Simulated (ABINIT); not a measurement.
# Ge3Cl (Fm-3m) in ABINIT: optical spectrum with PBEsol

Aim: the optical spectrum of Ge3Cl with PBEsol.

Everything below comes from runs of ABINIT 10.8.3 (patched build). Logs are shortened: lines on timing, memory, paths and dates and some standing lists are left out, and cuts for length are marked. The log counts tension as positive stress, the text compression.

## (1) The crystal as given

Symmetry: Fm-3m, No. 225, cubic system. The conventional cell has a = 7.552 Å, b = 7.552 Å, c = 7.552 Å, α = 90.00°, β = 90.00°, γ = 90.00°. Ge (site symmetry m-3m) is surrounded by 8 Ge at 3.27 Å. Around Ge (site symmetry -43m) lie 4 Ge at 3.27 Å and 4 Cl at 3.27 Å. Cl (site symmetry m-3m) is surrounded by 8 Ge at 3.27 Å.

The cell was built by a generator and needn't be a form met in nature.

## (2) Optical spectrum, PBEsol

Input file run.abi:

```
# Datasets
ndtset 3

# Pseudopotentials
pp_dirpath "./"
pseudos "Ge.upf, Cl.upf"

# Structure
acell 3*1.0 Angstrom
rprim
     0.0000000000     3.7761090600     3.7761090600
     3.7761090600     0.0000000000     3.7761090600
     3.7761090600     3.7761090600     0.0000000000
ntypat 2
znucl 32 17
natom 4
typat 1 1 1 2
xred
            1/2            1/2            1/2
            1/4            1/4            1/4
            3/4            3/4            3/4
            0.0            0.0            0.0

# Plane-wave basis
ecut 952.398519 eV

# k points
ngkpt 4 4 4
nshiftk 4
shiftk
     0.5000000000     0.5000000000     0.5000000000
     0.5000000000     0.0000000000     0.0000000000
     0.0000000000     0.5000000000     0.0000000000
     0.0000000000     0.0000000000     0.5000000000
istwfk *1

# Exchange and correlation
ixc -116133

# Bands and occupations
occopt 3
tsmear 0.05 eV

# SCF cycle
nstep 80

# Output
iomode 3
prteig 0
prtebands 0

# Dataset 1: ground state
nband1 30
tolvrs1 1.0e-12
prtden1 1
prtwf1 0
kptopt1 1

# Dataset 2: empty bands at fixed density
iscf2 -3
getden2 1
nband2 40
nbdbuf2 4
tolwfr2 1.0e-12
nstep2 120
prtden2 0
kptopt2 1

# Dataset 3: wave functions and velocity matrix elements in the full zone
optdriver3 8
wfk_task3 "wfk_optics_fullbz"
getwfk3 2
nband3 36
kptopt3 1
prtevk3 1
inclvkb3 2
```

Input file optic.abi:

```
&FILES
 ddkfile_1 = 'runo_DS3_1_EVK.nc',
 ddkfile_2 = 'runo_DS3_2_EVK.nc',
 ddkfile_3 = 'runo_DS3_3_EVK.nc',
 wfkfile = 'runo_DS3_WFK.nc'
/
&PARAMETERS
 broadening = 0.007350,
 domega = 0.002,
 maxomega = 0.8,
 scissor = 0.000000,
 tolerance = 0.002
/
&COMPUTATIONS
 num_lin_comp = 1,
 lin_comp = 11,
 num_nonlin_comp = 0
/
```

Potentials or basis: PseudoDojo NC SR PBEsol v0.4.1 standard.

Command:

```bash
abinit run.abi > log 2>&1
optic optic.abi > optic.log 2>&1
```

run.abo:

```text
.Version 10.8.3 of ABINIT
 DATASET    1 : space group Fm -3 m (#225); Bravais cF (face-center cubic)
================================================================================
 Values of the parameters that define the memory need for DATASET  1.
     intxc =       0    ionmov =       0      iscf =       7    lmnmax =       6
     lnmax =       6     mgfft =      54  mpssoang =       3    mqgrid =    3001
     natom =       4  nloc_mem =       1    nspden =       1   nspinor =       1
    nsppol =       1      nsym =      48    n1xccc =    2501    ntypat =       2
    occopt =       3   xclevel =       2
       mpw =        7217          nfft =      157464          nkpt =          10
================================================================================
================================================================================
[... 13 lines left out ...]
 DATASET    3 : space group Fm -3 m (#225); Bravais cF (face-center cubic)
================================================================================
 Values of the parameters that define the memory need for DATASET  3.
     intxc =       0    ionmov =       0      iscf =       7    lmnmax =       6
     lnmax =       6     mgfft =      54  mpssoang =       3    mqgrid =    3001
     natom =       4  nloc_mem =       1    nspden =       1   nspinor =       1
    nsppol =       1      nsym =      48    n1xccc =    2501    ntypat =       2
    occopt =       3   xclevel =       2
       mpw =        7217          nfft =      157464          nkpt =          10
================================================================================
================================================================================

--------------------------------------------------------------------------------
------------- Echo of variables that govern the present computation ------------
--------------------------------------------------------------------------------
 -outvars: echo values of preprocessed input variables --------
            acell      1.8897261259E+00  1.8897261259E+00  1.8897261259E+00 Bohr
              amu      7.26100000E+01  3.54527000E+01
             ecut      3.50000000E+01 Hartree
           getden1          0
           getden2          1
           getden3          0
           getwfk1          0
           getwfk2          0
           getwfk3          2
             iscf1          7
             iscf2         -3
             iscf3          7
              ixc     -116133
           jdtset        1    2    3
         kptrlatt        4   -4    4     -4    4    4     -4   -4    4
          kptrlen      5.70864956E+01
            natom           4
            nband1         30
            nband2         40
            nband3         36
           nbdbuf1          0
           nbdbuf2          4
           nbdbuf3          0
           ndtset           3
            ngfft          54      54      54
             nkpt          10
            nstep1         80
            nstep2        120
            nstep3         80
             nsym          48
           ntypat           2
           occopt           3
        optdriver1          0
        optdriver2          0
        optdriver3          8
           prtden1          1
           prtden2          0
           prtden3          1
        prtebands           0
           prteig           0
           prtevk1          0
           prtevk2          0
           prtevk3          1
            prtwf1          0
            prtwf2          1
            prtwf3          1
            rprim      0.0000000000E+00  3.7761090600E+00  3.7761090600E+00
                       3.7761090600E+00  0.0000000000E+00  3.7761090600E+00
                       3.7761090600E+00  3.7761090600E+00  0.0000000000E+00
           shiftk      5.00000000E-01  5.00000000E-01  5.00000000E-01
          spgroup         225
           tolvrs1     1.00000000E-12
           tolvrs2     0.00000000E+00
           tolvrs3     0.00000000E+00
           tolwfr1     0.00000000E+00
           tolwfr2     1.00000000E-12
           tolwfr3     0.00000000E+00
           tsmear      1.83746611E-03 Hartree
            typat      1  1  1  2
         wfk_task1          0
         wfk_task2          0
         wfk_task3          7
[... 255 lines left out ...]
comment   : Summary of ground state results
lattice_vectors:
- [  0.0000000,   7.1358119,   7.1358119, ]
- [  7.1358119,   0.0000000,   7.1358119, ]
- [  7.1358119,   7.1358119,   0.0000000, ]
lattice_lengths: [  10.09156,   10.09156,   10.09156, ]
lattice_angles: [ 60.000,  60.000,  60.000, ] # degrees, (23, 13, 12)
lattice_volume:   7.2670841E+02
convergence: {deltae:  0.000E+00, res2:  0.000E+00, residm:  9.865E-13, diffor:  0.000E+00, }
etotal    :  -2.83884762E+02
entropy   :   0.00000000E+00
fermie    :   7.79550826E-02
cartesian_stress_tensor: null
pressure_GPa: null
xred      :
- [  5.0000E-01,   5.0000E-01,   5.0000E-01, Ge]
- [  2.5000E-01,   2.5000E-01,   2.5000E-01, Ge]
- [  7.5000E-01,   7.5000E-01,   7.5000E-01, Ge]
- [  0.0000E+00,   0.0000E+00,   0.0000E+00, Cl]
cartesian_forces: null
force_length_stats: {min: null, max: null, mean: null, }
...

 Integrated electronic density in atomic spheres:
 ------------------------------------------------
 Atom  Sphere_radius  Integrated_density
    1        2.00000         11.34814751
    2        2.00000         11.35231574
    3        2.00000         11.35231574
    4        2.00000          4.93906166
================================================================================

 ----iterations are completed or convergence reached----

 Mean square residual over all n,k,spin=   55.518E-14; max=  98.646E-14
 reduced coordinates (array xred) for    4 atoms
       0.500000000000      0.500000000000      0.500000000000
       0.250000000000      0.250000000000      0.250000000000
       0.750000000000      0.750000000000      0.750000000000
       0.000000000000      0.000000000000      0.000000000000

 cartesian coordinates (angstrom) at end:
    1      3.77610906000000     3.77610906000000     3.77610906000000
    2      1.88805453000000     1.88805453000000     1.88805453000000
    3      5.66416359000000     5.66416359000000     5.66416359000000
    4      0.00000000000000     0.00000000000000     0.00000000000000
 length scales=  1.889726125908  1.889726125908  1.889726125908 bohr
              =  1.000000000000  1.000000000000  1.000000000000 angstroms
 Eigenvalues (hartree) for nkpt=  10  k points:
 kpt#   1, nband= 40, wtk=  0.09375, kpt= -0.1250 -0.2500  0.0000 (reduced coord)
  -0.83989   -0.83982   -0.83969   -0.83967   -0.83966   -0.83956   -0.83955   -0.83955
  -0.83953   -0.83946   -0.81566   -0.81565   -0.81565   -0.81562   -0.81561   -0.45758
  -0.25499   -0.16757   -0.12687   -0.04785   -0.04421   -0.03121    0.04453    0.05473
   0.06639    0.09079    0.11913    0.14124    0.18968    0.22687    0.23225    0.29661
   0.34140    0.46222    0.47979    0.48513    0.50650    0.51350    0.51711    0.54567
      occupation numbers for kpt#   1
   2.00000    2.00000    2.00000    2.00000    2.00000    2.00000    2.00000    2.00000
   2.00000    2.00000    2.00000    2.00000    2.00000    2.00000    2.00000    2.00000
   2.00000    2.00000    2.00000    2.00000    2.00000    2.00000    2.00000    1.99999
   1.99632    0.00185    0.00000    0.00000    0.00000    0.00000    0.00000    0.00000
   0.00000    0.00000    0.00000    0.00000    0.00000    0.00000    0.00000    0.00000
 prteigrs : prtvol=0 or 1, do not print more k-points.

--- !EnergyTerms
iteration_state     : {dtset: 2, }
comment             : Components of total free energy in Hartree
kinetic             :  2.06130092394151E+02
hartree             :  8.39547544711565E+01
xc                  : -6.88435118567827E+01
Ewald energy        : -1.57809539159582E+02
psp_core            :  6.84776642497494E+00
local_psp           : -2.14613096045165E+02
non_local_psp       : -1.39550811888673E+02
internal            : -2.83884345659921E+02
'-kT*entropy'       : -4.17342172399610E-04
total_energy        : -2.83884763002094E+02
...

--- !EnergyTermsDC
iteration_state     : {dtset: 2, }
comment             : '"Double-counting" decomposition of free energy'
band_energy         : -2.70066701601523E+01
Ewald energy        : -1.57809539159582E+02
psp_core            :  6.84776642497494E+00
xc_dc               : -1.05915901512235E+02
internal            : -2.83884344406995E+02
'-kT*entropy'       : -4.17342172399610E-04
total_energy_dc     : -2.83884761749167E+02
...

================================================================================
== DATASET  3 ==================================================================

--- !DatasetInfo
iteration_state: {dtset: 3, }
dimensions: {natom: 4, nkpt: 10, mband: 36, nsppol: 1, nspinor: 1, nspden: 1, mpw: 7217, }
cutoff_energies: {ecut:  35.0, pawecutdg:  -1.0, }
electrons: {nelect:   4.90000000E+01, charge:   0.00000000E+00, occopt:   3.00000000E+00, tsmear:   1.83746611E-03, }
meta: {optdriver: 8, wfk_task: 7, }
...

 mkfilename : getwfk/=0, take file _WFK from output of DATASET   2.

--------------------------------------------------------------------------------

 Computation of velocity matrix elements (DDK)

 Parameters extracted from the Abinit header:
    ecut:     35.0
    nkpt:    256
    mband:   40
    nsppol:  1
    nspinor: 1
    useylm:  0
    inclvkb: 2
    bmin: 1, bmax: 40
    Computing diagonal and off-diagonal matrix elements
    Between band index bmin: 1, bmax: 40

== END DATASET(S) ==============================================================
================================================================================

 -outvars: echo values of variables after computation  --------
            acell      1.8897261259E+00  1.8897261259E+00  1.8897261259E+00 Bohr
           etotal1    -2.8388476175E+02
           etotal2    -2.8388476175E+02
           etotal3     0.0000000000E+00
            fcart1     9.4335628655E-30  9.4335628655E-30 -9.4335628655E-30
                      -9.4335628655E-30  2.8300688596E-29 -2.8300688596E-29
                      -9.4335628655E-30 -4.7167814327E-29  4.7167814327E-29
                       9.4335628655E-30  9.4335628655E-30 -9.4335628655E-30
            fcart3     0.0000000000E+00  0.0000000000E+00  0.0000000000E+00
                       0.0000000000E+00  0.0000000000E+00  0.0000000000E+00
                       0.0000000000E+00  0.0000000000E+00  0.0000000000E+00
                       0.0000000000E+00  0.0000000000E+00  0.0000000000E+00
            rprim      0.0000000000E+00  3.7761090600E+00  3.7761090600E+00
                       3.7761090600E+00  0.0000000000E+00  3.7761090600E+00
                       3.7761090600E+00  3.7761090600E+00  0.0000000000E+00
           strten1     4.0254212721E-04  4.0254212721E-04  4.0254212721E-04
                       0.0000000000E+00  0.0000000000E+00  0.0000000000E+00
           strten3     0.0000000000E+00  0.0000000000E+00  0.0000000000E+00
                       0.0000000000E+00  0.0000000000E+00  0.0000000000E+00
           xangst      3.7761090600E+00  3.7761090600E+00  3.7761090600E+00
                       1.8880545300E+00  1.8880545300E+00  1.8880545300E+00
                       5.6641635900E+00  5.6641635900E+00  5.6641635900E+00
                       0.0000000000E+00  0.0000000000E+00  0.0000000000E+00
             xred      5.0000000000E-01  5.0000000000E-01  5.0000000000E-01
                       2.5000000000E-01  2.5000000000E-01  2.5000000000E-01
                       7.5000000000E-01  7.5000000000E-01  7.5000000000E-01
                       0.0000000000E+00  0.0000000000E+00  0.0000000000E+00
 Calculation completed.
```

Run time: 6.2 min. Hardware: 1 thread of Arm Neoverse V1, shared host; peak memory 1.2 GiB.

What came out:

```
Free energy : -7724.8979 eV
Pressure    : -11.8 GPa
```

Dielectric function (mean over the directions given):
```csv
energy (eV),real part,imaginary part
0.33,43.40,42.05
0.98,16.65,29.73
1.63,3.75,22.93
2.29,-3.96,15.73
2.94,-5.72,8.23
3.70,-1.99,6.33
4.35,-2.56,5.04
5.01,-2.53,3.46
5.66,-1.47,2.05
6.31,0.03,2.28
7.08,-0.59,2.47
7.73,-0.57,1.79
8.38,-0.24,1.65
9.03,-0.35,1.55
9.69,-0.15,1.67
10.45,-0.39,1.38
11.10,-0.32,1.20
11.76,-0.20,0.91
12.41,-0.25,1.06
13.06,-0.23,0.81
13.82,-0.38,0.63
14.48,-0.17,0.36
15.13,-0.09,0.29
15.78,0.04,0.18
16.44,0.12,0.09
17.20,0.27,0.05
17.85,0.36,0.04
18.50,0.43,0.04
19.16,0.49,0.03
19.92,0.55,0.02
```

Caveat: the intraband (Drude) term is left out; spectra need much finer meshes, so this one isn't converged; independent-particle spectra lack excitons.
